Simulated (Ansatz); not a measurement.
I need a short molecular-dynamics run of C₂H₄BCl, SMILES ClB1CC1. Use Ansatz 0.2.0 through its Python package. Use: PBE, 6-31G* basis, multiplicity 1.

```yaml
atoms:
  - { symbol: Cl, position_ang: [-2.6036, 0.7864, -0.4338] }
  - { symbol: B, position_ang: [-0.9214, 0.2792, -0.1565] }
  - { symbol: C, position_ang: [0.6048, 0.5543, 0.1557] }
  - { symbol: C, position_ang: [0.3024, -0.8335, -0.0327] }
  - { symbol: H, position_ang: [1.1862, 1.0142, -0.6929] }
  - { symbol: H, position_ang: [0.8156, 0.8753, 1.2200] }
  - { symbol: H, position_ang: [0.5324, -1.2930, -1.0008] }
  - { symbol: H, position_ang: [0.1758, -1.4400, 0.8852] }
```

The script, `md_c2h4bcl.py`:
```python
'''A short Born-Oppenheimer trajectory of C2H4BCl.'''

import logging
import sys
import warnings

import ansatz as az
from ase import Atoms
import numpy as np

logging.basicConfig(stream=sys.stdout, format='%(name)s: %(message)s')
logger = logging.getLogger('c2h4bcl')
logger.setLevel(logging.INFO)

warnings.simplefilter('ignore', az.DeckWarning)

atoms = Atoms(['Cl', 'B', 'C', 'C', 'H', 'H', 'H', 'H'], positions=[
    [-2.6036, 0.7864, -0.4338],
    [-0.9214, 0.2792, -0.1565],
    [0.6048, 0.5543, 0.1557],
    [0.3024, -0.8335, -0.0327],
    [1.1862, 1.0142, -0.6929],
    [0.8156, 0.8753, 1.22],
    [0.5324, -1.293, -1.0008],
    [0.1758, -1.44, 0.8852],
])
mol = az.Crystal.molecule_from_ase(atoms)

calculation = (
    mol.calculation()
    .basis(gaussian='6-31G*')
    .functional('pbe')
    .md('nvt_nose_hoover', timestep=0.5, steps=30, temperature=200, initial_velocities='maxwell_boltzmann', seed=53, thermostat_time=50)
)
frames = []
outcome = calculation.session().plan().execute(on_event=lambda e: frames.append(e['data']) if e['event'] == 'md_step' else None)
logger.info('t (fs)   E_pot (eV)      E_kin (eV)   T (K)   d(0-1) (A)')
for f in frames[::2]:
    xyz = np.array(f['positions_ang'])
    logger.info(f'{f["time_fs"]:6.2f} {f["lagrangian_ev"]:14.5f} {f["e_kin_ev"]:10.5f} {f["temperature_k"]:8.1f} {np.linalg.norm(xyz[0] - xyz[1]):9.4f}')
kept = np.array([f['conserved_ev'] for f in frames])
logger.info(f'conserved energy moves by at most {1000 * np.ptp(kept):.3f} meV')
symbols = [site.symbol for site in mol.cartesian_sites]
with open('last_frame.xyz', 'w') as handle:
    handle.write(f'{len(symbols)}\nt = {frames[-1]["time_fs"]} fs\n')
    handle.writelines('{:2s} {:10.5f} {:10.5f} {:10.5f}\n'.format(s, *xyz) for s, xyz in zip(symbols, frames[-1]['positions_ang']))
```

```console
$ python md_c2h4bcl.py
c2h4bcl: t (fs)   E_pot (eV)      E_kin (eV)   T (K)   d(0-1) (A)
c2h4bcl:   0.00   -15327.41367    0.15511    200.0    1.7787
c2h4bcl:   1.00   -15327.40655    0.14836    191.3    1.7805
c2h4bcl:   2.00   -15327.43671    0.17880    230.5    1.7835
c2h4bcl:   3.00   -15327.51886    0.26058    336.0    1.7878
c2h4bcl:   4.00   -15327.63175    0.37239    480.2    1.7931
c2h4bcl:   5.00   -15327.72544    0.46478    599.3    1.7995
c2h4bcl:   6.00   -15327.76883    0.50686    653.5    1.8065
c2h4bcl:   7.00   -15327.78064    0.51665    666.2    1.8142
c2h4bcl:   8.00   -15327.79565    0.52790    680.7    1.8220
c2h4bcl:   9.00   -15327.81063    0.53756    693.1    1.8297
c2h4bcl:  10.00   -15327.79761    0.51861    668.7    1.8369
c2h4bcl:  11.00   -15327.75017    0.46520    599.8    1.8433
c2h4bcl:  12.00   -15327.69103    0.40031    516.2    1.8484
c2h4bcl:  13.00   -15327.65240    0.35606    459.1    1.8520
c2h4bcl:  14.00   -15327.65318    0.35070    452.2    1.8538
c2h4bcl:  15.00   -15327.68091    0.37136    478.8    1.8535
c2h4bcl: conserved energy moves by at most 1.729 meV
```

It writes `last_frame.xyz`:
```text
8
t = 15.0 fs
Cl   -2.57976    0.78719   -0.42121
B    -0.83766    0.19713   -0.19205
C     0.55963    0.71492    0.15567
C     0.16052   -0.92442   -0.06138
H     1.32486    1.20625   -0.47270
H     0.86949    0.97913    1.14830
H     0.69734   -1.44774   -0.83588
H     0.31057   -1.55920    0.85234
```

Caveats:
- Total energies depend on the basis set; only differences at equal settings carry meaning.
- The trajectory is only some femtoseconds long, so its temperature is not equilibrated; where the script doesn't relax first, it starts from a rough generated geometry.
- The temperature counts the internal degrees of freedom alone.
- Run time: 48 s on 1 thread of Arm Neoverse V2, on a shared host, peak memory 0.2 GiB.

(Lines on the test bed's own set-up are left out of the output.)
